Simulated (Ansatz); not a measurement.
# B2H4Cl2: a ladder of functionals and wavefunction methods

How much do the methods differ for B2H4Cl2? The plan is to run it at one geometry with functionals of several rungs and with coupled cluster, and see how far each lands from CCSD(T) at the basis-set limit for the atomisation energy.

The runs use Ansatz 0.2.0, Gaussian basis; functionals in def2-TZVPP, the program's frozen cores in correlated methods.

The runs, in order: LDA (SPW92), PBE-D4, revPBE-D4, BLYP-D4, r2SCAN-D4, B97M-V, PBE0-D4, B3LYP-D4, r2SCANh-D4, r2SCAN0-D4, HSE06-D4, BHLYP-D4, CAM-B3LYP-D4, LC-ωPBE, ωB97X-V, ωB97M-V, B2PLYP, PBE-QIDH; CCSD(T)/def2-SVP; CCSD(T)/def2-TZVPP; CCSD(T)/def2-QZVPP; extrapolation to the limit; RPA on PBE.

## (1) Structure used throughout

An earlier PBE0-D4 in a triple-zeta def2 set relaxation fixed the geometry.

SMILES `[BH2-]1[Cl+][BH2-][Cl+]1`, 8 atoms, charge 0, spin multiplicity 1.

Atoms are counted from 1 here; the program's logs count them from 0.

Bond lengths: B1–Cl2 1.951 Å, B1–Cl4 1.951 Å, B1–H5 1.188 Å, B1–H6 1.189 Å, Cl2–B3 1.951 Å, B3–Cl4 1.951 Å, B3–H7 1.189 Å, B3–H8 1.188 Å. Angles: Cl2–B1–Cl4 94.7°, Cl2–B1–H5 109.8°, Cl2–B1–H6 108.3°, Cl4–B1–H5 109.8°, Cl4–B1–H6 108.3°, H5–B1–H6 122.4°, B1–Cl2–B3 81.6°, Cl2–B3–Cl4 94.7°, Cl2–B3–H7 108.3°, Cl2–B3–H8 109.8°, Cl4–B3–H7 108.3°, Cl4–B3–H8 109.8°, H7–B3–H8 122.4°, B1–Cl4–B3 81.6°.

## (2) LDA

This LDA is Slater exchange with PW92 correlation.

Input file in.yaml:

```yaml
crystal:
  periodic: [false, false, false]
  atoms:
    - {symbol: B, position_ang: [-0.343922, 1.148471, -0.434609]}
    - {symbol: Cl, position_ang: [-1.340158, -0.179115, 0.591692]}
    - {symbol: B, position_ang: [0.349858, -1.143472, 0.442970]}
    - {symbol: Cl, position_ang: [0.979138, -0.123763, -1.097304]}
    - {symbol: H, position_ang: [-1.009691, 1.543605, -1.335921]}
    - {symbol: H, position_ang: [0.195217, 1.882500, 0.329727]}
    - {symbol: H, position_ang: [1.025005, -0.858736, 1.379337]}
    - {symbol: H, position_ang: [0.144553, -2.269488, 0.124099]}
basis:
  gaussian: {orbitals: def2-TZVPP}
hamiltonian: {xc: lda}
output: {orbitals: {seedname: orbitals}}
```

On the command line:

```console
$ ansatz run in.yaml --threads 2 --pin off --events-out ev --progress --plain --max-ram 22528MiB --backend cpu
```

The runs that follow: PBE-D4 (GGA); revPBE-D4 (GGA); BLYP-D4 (GGA); r2SCAN-D4 (meta-GGA); B97M-V (meta-GGA); PBE0-D4 (hybrid); B3LYP-D4 (hybrid); r2SCANh-D4 (hybrid); r2SCAN0-D4 (hybrid); HSE06-D4 (hybrid); BHLYP-D4 (hybrid); CAM-B3LYP-D4 (range-separated); LC-ωPBE (range-separated); ωB97X-V (range-separated); ωB97M-V (range-separated); B2PLYP (double hybrid); PBE-QIDH (double hybrid); CCSD(T) in def2-SVP; CCSD(T) in def2-TZVPP; CCSD(T) in def2-QZVPP; RPA on PBE orbitals.

**Question.** What will the summary of the whole plan be? Wanted: atomisation energy, CCSD(T)/CBS; farthest beyond LDA; mean size of error, GGA; mean size of error, meta-GGA; mean size of error, hybrid; mean size of error, range-separated; mean size of error, double hybrid; gap, smallest and largest; T1 diagnostic.

The runs gave:

| quantity | value |
| --- | --- |
| atomisation energy, CCSD(T)/CBS | 2517.3 kJ/mol |
| functionals within 12.6 kJ/mol (0.5 %) | revPBE-D4, B3LYP-D4, LC-ωPBE |
| farthest beyond LDA | PBE-D4 (+61.9 kJ/mol) |
| mean size of error, GGA | 27.8 kJ/mol |
| mean size of error, meta-GGA | 41.7 kJ/mol |
| mean size of error, hybrid | 31.6 kJ/mol |
| mean size of error, range-separated | 19.4 kJ/mol |
| mean size of error, double hybrid | 22.2 kJ/mol |
| gap, smallest and largest | 5.50 eV (LDA (SPW92)), 13.11 eV (LC-ωPBE) |
| T1 diagnostic | 0.0093 |
| triples share of the correlation energy | 4.2 % |

**Reading.** The LDA atomisation energy is off by 369.4 kJ/mol (15 %): it overbinds. PBE-D4 misses by +61.9 kJ/mol. Double hybrids carry the basis error of their MP2 part in triple zeta, and no dispersion term here, so their miss is partly the set-up's. Taken by rung, range-separated functionals do best (19.4 kJ/mol on average) and meta-GGA ones worst beyond LDA (41.7 kJ/mol). The gap between the best rungs is small, so their order is not settled. Misses under about 12.6 kJ/mol are within the doubt on the reference itself, which lacks core-valence correlation, relativity and higher excitations. Hartree-Fock recovers 77 % of the binding; the rest is correlation. CCSD(T) in def2-SVP is off by -107.3 kJ/mol, which most functionals beat. Orbital gaps span 5.5 to 13.1 eV; exact exchange widens them.
